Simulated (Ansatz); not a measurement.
**C₂H₈FNOSi: a ladder of functionals and wavefunction methods**

One table from this session's results is given with a row withheld; the runs are named, their logs left out.

The runs use Ansatz 0.2.0, Gaussian basis; functionals in def2-TZVPP, the program's frozen cores in correlated methods.

The runs, in order: PBE-D4, r2SCAN-D4, PBE0-D4, B3LYP-D4, ωB97X-V, ωB97M-V, B2PLYP; CCSD(T)/def2-TZVPP; MP2/def2-QZVPP; extrapolation to the limit.

**Structure used throughout**

All runs share one geometry, relaxed beforehand with PBE0-D4 in a triple-zeta def2 set.

SMILES `CC[Si](N)(O)F`, 14 atoms, charge 0, spin multiplicity 1.

Atoms are counted from 1 here; the program's logs count them from 0.

Bond lengths: C1–C2 1.527 Å, C1–H7 1.093 Å, C1–H8 1.093 Å, C1–H9 1.093 Å, C2–Si3 1.852 Å, C2–H10 1.096 Å, C2–H11 1.095 Å, Si3–N4 1.705 Å, Si3–O5 1.634 Å, Si3–F6 1.602 Å, N4–H12 1.006 Å, N4–H13 1.006 Å, O5–H14 0.959 Å. Angles: C2–C1–H7 111.3°, C2–C1–H8 111.3°, C2–C1–H9 111.6°, H7–C1–H8 107.4°, H7–C1–H9 107.5°, H8–C1–H9 107.5°, C1–C2–Si3 113.8°, C1–C2–H10 110.5°, C1–C2–H11 110.6°, Si3–C2–H10 107.9°, Si3–C2–H11 107.9°, H10–C2–H11 105.7°, C2–Si3–N4 118.1°, C2–Si3–O5 106.0°, C2–Si3–F6 108.0°, N4–Si3–O5 110.2°, N4–Si3–F6 103.2°, O5–Si3–F6 111.4° and more.

Set-up of the first run:

in.yaml

```yaml
crystal:
  periodic: [false, false, false]
  atoms:
    - {symbol: C, position_ang: [-0.196339, -0.722595, -1.759718]}
    - {symbol: C, position_ang: [0.480644, 0.381622, -0.951105]}
    - {symbol: Si, position_ang: [0.387304, 0.131928, 0.881856]}
    - {symbol: N, position_ang: [-1.155502, 0.006787, 1.596685]}
    - {symbol: O, position_ang: [1.220303, 1.369874, 1.548971]}
    - {symbol: F, position_ang: [1.065324, -1.279185, 1.223279]}
    - {symbol: H, position_ang: [0.262013, -1.695178, -1.565346]}
    - {symbol: H, position_ang: [-1.257354, -0.805690, -1.509502]}
    - {symbol: H, position_ang: [-0.126309, -0.534411, -2.833634]}
    - {symbol: H, position_ang: [0.034078, 1.355566, -1.181179]}
    - {symbol: H, position_ang: [1.537641, 0.467962, -1.225490]}
    - {symbol: H, position_ang: [-1.820370, 0.761015, 1.571800]}
    - {symbol: H, position_ang: [-1.604303, -0.887703, 1.699981]}
    - {symbol: H, position_ang: [1.172879, 1.449990, 2.503413]}
basis:
  gaussian: {orbitals: def2-TZVPP}
hamiltonian: {xc: pbe, dispersion: d4}
output: {forces: true, orbitals: {seedname: orbitals}}
```

On the command line:

```
> ansatz run in.yaml --threads 2 --pin off --events-out ev --progress --plain --max-ram 32768MiB --backend cuda --devices 0, --max-vram 18GiB
```

Among the steps run: PBE-D4 (GGA); r2SCAN-D4 (meta-GGA); PBE0-D4 (hybrid); B3LYP-D4 (hybrid); ωB97X-V (range-separated); ωB97M-V (range-separated); B2PLYP (double hybrid); CCSD(T) in def2-TZVPP; MP2 in def2-QZVPP.

One table of the session follows, with a row left open; its other results are not shown here.

| method | atomisation energy (kJ/mol) |
| --- | --- |
| PBE-D4 | 5621.3 |
| r2SCAN-D4 | 5544.0 |
| PBE0-D4 | 5528.3 |
| B3LYP-D4 | 5540.5 |
| ωB97X-V | ? |
| ωB97M-V | 5566.7 |
| B2PLYP | 5490.5 |
| HF/def2-TZVPP | 4057.9 |
| MP2/def2-TZVPP | 5506.3 |
| CCSD/def2-TZVPP | 5336.4 |
| CCSD(T)/def2-TZVPP | 5408.4 |
| MP2/CBS | 5660.1 |
| CCSD(T)/CBS | 5562.2 |

Q: Estimate the row for ωB97X-V from the others.

As computed: atomisation energy (kJ/mol): 5558.6. In the column «atomisation energy (kJ/mol)» it lies between r2SCAN-D4 (5544.0) and CCSD(T)/CBS (5562.2).
